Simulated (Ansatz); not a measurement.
ZnS, space group F-43m, a dielectric-dependent hybrid calculation

Computed with Ansatz 0.2.0, Python API.

Notebook, run cell by cell (the value of a cell's last expression is shown):

In [1]:
```python
from dataclasses import dataclass
import warnings

import ansatz as az
import numpy as np
```

In [2]:
```python
@dataclass(frozen=True)
class RunConfig:
    ecut: int = 420
    mesh: tuple[int, ...] = (4, 4, 4)
    scf_tol: float = 1e-09
    occupations: str = "fixed"


cfg = RunConfig()
```

In [3]:
```python
def count_gap(report):
    # lowest empty less highest filled band, counting bands; zero where they overlap
    return max(report.get("gap_by_band_count_ev") or 0.0, 0.0)
```

In [4]:
```python
warnings.simplefilter("ignore", az.DeckWarning)
```

In [5]:
```python
crystal = (
    az.Lattice.from_parameters(3.821205, 3.821205, 3.821205, alpha=60.0, beta=60.0, gamma=60.0)
    .atom("Zn", [0.25, 0.25, 0.25])
    .atom("S", [0.0, 0.0, 0.0])
)
```

In [6]:
```python
model = (
    crystal.calculation()
    .basis(cfg.ecut)
    .kpoints(*cfg.mesh)
    .scf(tolerance=cfg.scf_tol)
    .occupations(cfg.occupations)
    .band_table()
)
semilocal = model.functional("pbe").run().report
hybrid = model.functional(exchange="pbe", correlation="pbe", exact_fraction="inverse_dielectric").run().report
alpha = hybrid["hybrid"]["exact_exchange_fraction"]
print(f"fraction of exact exchange {alpha:.4f}, so eps_inf = {1 / alpha:.2f}")
print(f"gap by band count: {count_gap(semilocal):.3f} eV semilocal, {count_gap(hybrid):.3f} eV hybrid")
```
```text
fraction of exact exchange 0.1686, so eps_inf = 5.93
gap by band count: 2.100 eV semilocal, 3.402 eV hybrid
```

The fraction is 0.1686, one over a mean dielectric constant (a third of the trace) of 5.93. It opens the gap from 2.100 to 3.402 eV, by 1.30 eV.

Energy and stress may still move on a finer k-point mesh. Of the deposited cell: the entry's cell lengths or inner coordinates differ somewhat from later room-temperature determinations. The structure is a deposited one; some such entries were measured under pressure or heat, so a shift against it needn't be the functional's error alone. Levels are Kohn-Sham eigenvalues on this mesh. The gaps are those of a coarse mesh; the run finds the dielectric constant of the semilocal functional on meshes of its own. Timing: 23 s on 1 thread of Intel(R) Xeon(R) Platinum 8259CL CPU @ 2.50GHz (Skylake/Cascade Lake) (shared host), peak memory 0.74 GiB.
